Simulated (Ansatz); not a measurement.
# AlFH₄OSi: basis-set convergence

An exercise on one series of results from a longer session: the logs are not shown, and one member is left open.

Program: Ansatz 0.2.0, Gaussian basis. Level of theory: one geometry, several basis sets. These are calculated values, not measurements.

Plan: PBE0-D4/def2-SVP; ωB97M-V/def2-SVP; PBE0-D4/def2-QZVPP; ωB97M-V/def2-QZVPP; the functionals' def2-TZVPP values are taken from earlier runs.

### Structure used throughout

An earlier PBE0-D4 in a triple-zeta def2 set relaxation fixed the geometry.

SMILES `[OH][Al]([F])[SiH3]`, 8 atoms, charge 0, spin multiplicity 1.

Atoms are counted from 1 here; the program's logs count them from 0.

Bond lengths: O1–Al2 1.686 Å, O1–H5 0.956 Å, Al2–F3 1.652 Å, Al2–Si4 2.432 Å, Si4–H6 1.488 Å, Si4–H7 1.489 Å, Si4–H8 1.487 Å. Angles: Al2–O1–H5 125.3°, O1–Al2–F3 119.4°, O1–Al2–Si4 119.3°, F3–Al2–Si4 121.2°, Al2–Si4–H6 110.4°, Al2–Si4–H7 110.1°, Al2–Si4–H8 111.4°, H6–Si4–H7 108.0°, H6–Si4–H8 108.5°, H7–Si4–H8 108.4°.

Set-up of the first run:

The input, in.yaml:

```yaml
crystal:
  periodic: [false, false, false]
  atoms:
    - {symbol: O, position_ang: [1.567473, 1.468908, -0.513535]}
    - {symbol: Al, position_ang: [0.881127, 0.245408, 0.421768]}
    - {symbol: F, position_ang: [1.679910, -0.296431, 1.762629]}
    - {symbol: Si, position_ang: [-1.264547, -0.693542, -0.233959]}
    - {symbol: H, position_ang: [2.405722, 1.894081, -0.338621]}
    - {symbol: H, position_ang: [-2.275352, 0.387200, -0.393975]}
    - {symbol: H, position_ang: [-1.137650, -1.400650, -1.538039]}
    - {symbol: H, position_ang: [-1.764482, -1.662273, 0.777732]}
basis:
  gaussian: {orbitals: def2-SVP}
hamiltonian: {xc: pbe0, dispersion: d4}
output: {orbitals: {seedname: orbitals}}
```

Started as:

```bash
ansatz run in.yaml --threads 2 --pin off --events-out ev --progress --plain --max-ram 4352MiB
```

Steps of the session up to this table: PBE0-D4 in def2-SVP; ωB97M-V in def2-SVP; PBE0-D4 in def2-QZVPP; ωB97M-V in def2-QZVPP.

One table of the session follows, with a row left open; its other results are not shown here.

| functional | basis | HOMO (eV) |
| --- | --- | --- |
| PBE0-D4 | def2-SVP | -8.30 |
| PBE0-D4 | def2-TZVPP | -8.35 |
| PBE0-D4 | def2-QZVPP | -8.37 |
| ωB97M-V | def2-SVP | -10.30 |
| ωB97M-V | def2-TZVPP | -10.38 |
| ωB97M-V | def2-QZVPP | ? |

**Question.** Estimate the row for ωB97M-V, def2-QZVPP.

As computed: HOMO (eV): -10.41. In the column «HOMO (eV)» it is the lowest.
